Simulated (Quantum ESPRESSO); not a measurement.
A calculation with Quantum ESPRESSO 7.5 of CsLiCr2Te2S3 (ASE script, structure typed inline):

run.py

```python
import numpy as np
from ase.calculators.espresso import Espresso, EspressoProfile
from ase import Atoms

atoms = Atoms(['Cs', 'Li', 'Cr', 'Cr', 'Te', 'Te', 'S', 'S', 'S'],
              cell=[[3.42162, -5.18069, 0.00784], [3.42162, 5.18069, 0.00784], [-2.90411, -0.0, 7.43093]],
              scaled_positions=[[0.09374, 0.09374, 0.00853], [0.58875, 0.58875, 0.55336], [0.05646, 0.46755, 0.5579], [0.46755, 0.05646, 0.5579], [0.56486, 0.87357, 0.29035], [0.87357, 0.56486, 0.29035], [0.81151, 0.39697, 0.73347], [0.39697, 0.81151, 0.73347], [0.21404, 0.21404, 0.48371]],
              pbc=True)
atoms.set_initial_magnetic_moments([0.0, 0.0, 3.0, 3.0, 0.0, 0.0, 0.0, 0.0, 0.0])

input_data = {
    'control': {'calculation': 'scf', 'prefix': 'pwscf', 'outdir': './tmp', 'tprnfor': True, 'tstress': True, 'disk_io': 'nowf'},
    'system': {'ecutwfc': 55.0, 'ecutrho': 440.0, 'nbnd': 49, 'occupations': 'smearing', 'smearing': 'fd', 'degauss': 0.00367493, 'nspin': 2},
    'electrons': {'conv_thr': 1.8e-09, 'electron_maxstep': 120, 'mixing_beta': 0.3},
}
pseudopotentials = {'Cr': 'cr_pbe_v1.5.uspp.F.UPF', 'Li': 'li_pbe_v1.4.uspp.F.UPF', 'Te': 'Te_pbe_v1.uspp.F.UPF', 'Cs': 'Cs_pbe_v1.uspp.F.UPF', 'S': 's_pbe_v1.4.uspp.F.UPF'}
profile = EspressoProfile(command='mpirun -n 4 pw.x -nk 2', pseudo_dir='pseudo')
dft = Espresso(profile=profile, input_data=input_data, pseudopotentials=pseudopotentials, kpts=(5, 5, 4), koffset=(0, 0, 0))
atoms.calc = dft

print(f'energy {atoms.get_potential_energy():.8f} eV')
print('forces (eV/A)')
print(np.round(atoms.get_forces(), 6))
print('stress (eV/A^3, Voigt)')
print(np.round(atoms.get_stress(), 8))
print(f'Fermi level {dft.get_fermi_level():.4f} eV')
```

Potentials or basis: SSSP 1.3 efficiency PBE.

The run is started by

```sh
$ OMP_NUM_THREADS=1 python run.py
```

The cell was built by a generator and needn't be a form met in nature.

Problem. Write the same calculation in another form: native input, structure typed inline.

Solution. As run:

The input pw.in:

```
&CONTROL
  calculation = 'scf'
  prefix = 'pwscf'
  outdir = './tmp'
  pseudo_dir = './pseudo'
  tprnfor = .true.
  tstress = .true.
  disk_io = 'low'
/
&SYSTEM
  ibrav = 0
  celldm(1) = 8
  nat = 9
  ntyp = 5
  ecutwfc = 55
  ecutrho = 440
  nbnd = 49
  occupations = 'smearing'
  smearing = 'fd'
  degauss = 0.00367493
  nspin = 2
  starting_magnetization(1) = 0
  starting_magnetization(2) = 0
  starting_magnetization(3) = 0.2143
  starting_magnetization(4) = 0
  starting_magnetization(5) = 0
/
&ELECTRONS
  conv_thr = 1.8d-09
  electron_maxstep = 120
  mixing_beta = 0.3
/
ATOMIC_SPECIES
Cs   132.9055 Cs_pbe_v1.uspp.F.UPF
Li     6.9400 li_pbe_v1.4.uspp.F.UPF
Cr    51.9961 cr_pbe_v1.5.uspp.F.UPF
Te   127.6000 Te_pbe_v1.uspp.F.UPF
S     32.0600 s_pbe_v1.4.uspp.F.UPF
CELL_PARAMETERS alat
  0.8082405878178  -1.2237606545734   0.0018519316021
  0.8082405878178   1.2237606545734   0.0018519316021
 -0.6859965669734  -0.0000000000000   1.7553028189082
ATOMIC_POSITIONS crystal
Cs     0.0937400000    0.0937400000    0.0085300000
Li     0.5887500000    0.5887500000    0.5533600000
Cr     0.0564600000    0.4675500000    0.5579000000
Cr     0.4675500000    0.0564600000    0.5579000000
Te     0.5648600000    0.8735700000    0.2903500000
Te     0.8735700000    0.5648600000    0.2903500000
S      0.8115100000    0.3969700000    0.7334700000
S      0.3969700000    0.8115100000    0.7334700000
S      0.2140400000    0.2140400000    0.4837100000
K_POINTS automatic
5 5 4 0 0 0
```

The input pp_density.in:

```
&INPUTPP
  prefix = 'pwscf'
  outdir = './tmp'
  filplot = 'density.dat'
  plot_num = 0
/
&PLOT
  nfile = 1
  filepp(1) = 'density.dat'
  iflag = 3
  output_format = 6
  fileout = 'density.cube'
/
```

pp_potential.in

```
&INPUTPP
  prefix = 'pwscf'
  outdir = './tmp'
  filplot = 'potential.dat'
  plot_num = 11
/
&PLOT
  nfile = 1
  filepp(1) = 'potential.dat'
  iflag = 3
  output_format = 6
  fileout = 'potential.cube'
/
```

File pp_spin.in:

```
&INPUTPP
  prefix = 'pwscf'
  outdir = './tmp'
  filplot = 'spin.dat'
  plot_num = 6
/
&PLOT
  nfile = 1
  filepp(1) = 'spin.dat'
  iflag = 3
  output_format = 6
  fileout = 'spin.cube'
/
```

Potentials or basis: SSSP 1.3 efficiency PBE.

Run with:

```console
$ OMP_NUM_THREADS=1 mpirun -n 4 pw.x -nk 2 -in pw.in > pw.out
$ OMP_NUM_THREADS=1 mpirun -n 1 pp.x -in pp_density.in > pp_density.out
$ OMP_NUM_THREADS=1 mpirun -n 1 pp.x -in pp_potential.in > pp_potential.out
$ OMP_NUM_THREADS=1 mpirun -n 1 pp.x -in pp_spin.in > pp_spin.out
```

Both were run:

|  | ASE script, structure typed inline | native input, structure typed inline |
| --- | --- | --- |
| Pressure | 0.1 GPa | 0.1 GPa |
| Largest force | 0.087 eV/Å | 0.087 eV/Å |
| Band gap on the k mesh | none (metal or under the smearing width) | none (metal or under the smearing width) |
| Net moment | 4.01 μB per cell | 4.01 μB per cell |
| Absolute moment | 5.88 μB per cell | 5.88 μB per cell |
| Site moments | Cs -0.00; Li +0.00; Cr +2.05; Te -0.14; S -0.06 μB | Cs -0.00; Li +0.00; Cr +2.05; Te -0.14; S -0.06 μB |
| Valence electrons inside the program's atomic spheres | Cs 7.40; Li 2.26; Cr 11.52; Te 2.62; S 3.53, 3.56 | Cs 7.40; Li 2.26; Cr 11.52; Te 2.62; S 3.53, 3.56 |

Keys that steer only the numerical path or the files written may differ.

Caveat: only a ferromagnetic start was run, and an antiferromagnetic order may lie lower in energy.
